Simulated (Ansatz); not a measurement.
This script for Ansatz 0.2.0 through its Python package starts 5 runs on H2O2Sn, SMILES [OH][Sn][OH]. What input does the engine get in each?

`relaxed_scan_h2o2sn.py`
```python
"""One bond of H2O2Sn held at set lengths while the rest relaxes."""

import ansatz
import numpy as np

BASIS = "def2-SVP"
XC = "hf"


def main() -> None:
    mol = (
        ansatz.Crystal.molecule()
        .atom("O", (-1.1523, 0.0572, -0.8507))
        .atom("Sn", (-0.1897, -0.6185, 0.6793))
        .atom("O", (1.7016, -0.1763, 0.4535))
        .atom("H", (-2.067, -0.1368, -0.682))
        .atom("H", (1.7572, 0.8008, 0.3585))
    )

    setup = (
        mol.calculation()
        .basis(gaussian=BASIS)
        .functional(XC)
        .accuracy("medium")
        .scf(lower_state_search="off")
    )
    symbols = [site.symbol for site in mol.cartesian_sites]
    pairs = [(0, 1), (0, 3), (1, 2), (2, 4)]
    print("held (A)   E (eV)        ", "  ".join(f"{symbols[i]}{i}-{symbols[j]}{j}" for i, j in pairs))
    for length in [0.9, 0.98, 1.06, 1.18, 1.33]:
        data = setup.relax(constraints=[ansatz.DistanceConstraint((2, 4), at=length)], force_tolerance=0.02, max_steps=60).run().report
        xyz = np.array(data["positions_ang"])
        print(f"{length:6.2f} {data['free_energy_ev']:14.5f}  ", "  ".join(f"{np.linalg.norm(xyz[i] - xyz[j]):.3f}" for i, j in pairs))


if __name__ == "__main__":
    main()
```

Run 1:
```yaml
crystal:
  periodic: [false, false, false]
  atoms:
    - { symbol: O, position_ang: [-1.1523, 0.0572, -0.8507] }
    - { symbol: Sn, position_ang: [-0.1897, -0.6185, 0.6793] }
    - { symbol: O, position_ang: [1.7016, -0.1763, 0.4535] }
    - { symbol: H, position_ang: [-2.067, -0.1368, -0.682] }
    - { symbol: H, position_ang: [1.7572, 0.8008, 0.3585] }
accuracy: medium
basis:
  gaussian:
    orbitals: def2-SVP
hamiltonian:
  xc: hf
scf:
  lower_state_search: "off"
relax:
  f_tol: 0.02
  max_steps: 60
  constraints:
    - { distance: [2, 4], at: 0.9 }
```

Run 2, against run 1:
```diff
-    - { distance: [2, 4], at: 0.9 }
+    - { distance: [2, 4], at: 0.98 }
```

Run 3, against run 1:
```diff
-    - { distance: [2, 4], at: 0.9 }
+    - { distance: [2, 4], at: 1.06 }
```

Run 4, against run 1:
```diff
-    - { distance: [2, 4], at: 0.9 }
+    - { distance: [2, 4], at: 1.18 }
```

Run 5, against run 1:
```diff
-    - { distance: [2, 4], at: 0.9 }
+    - { distance: [2, 4], at: 1.33 }
```

```console
$ python relaxed_scan_h2o2sn.py
held (A)   E (eV)         O0-Sn1  O0-H3  Sn1-O2  O2-H4
DeckWarning: relax.constraints: the input's atoms, or those drawn, lie off the distances that are held; a relaxation that starts there is brought onto them ahead of its first SCF, by positions alone, an atom by 4.16e-2 Å at the most. With the symmetry [...]
  0.90    -9909.01813   1.982  0.945  1.965  0.900
  0.98    -9909.06448   1.984  0.944  1.966  0.980
  1.06    -9908.79750   1.984  0.944  1.967  1.060
  1.18    -9908.09788   1.985  0.945  1.967  1.180
  1.33    -9907.03873   1.987  0.945  1.968  1.330
```
(Warnings from the package without file and line, shortened, repeats left out.)

Caveats:
- The settings weren't tested for convergence.
- The energies are electronic: no zero-point or thermal terms, and the basis set is short of its limit.
- def2 sets replace the cores of elements past krypton by effective core potentials.
- Timing: 53 s on 1 thread of Arm Neoverse V1, on a shared host, peak memory 0.19 GiB.
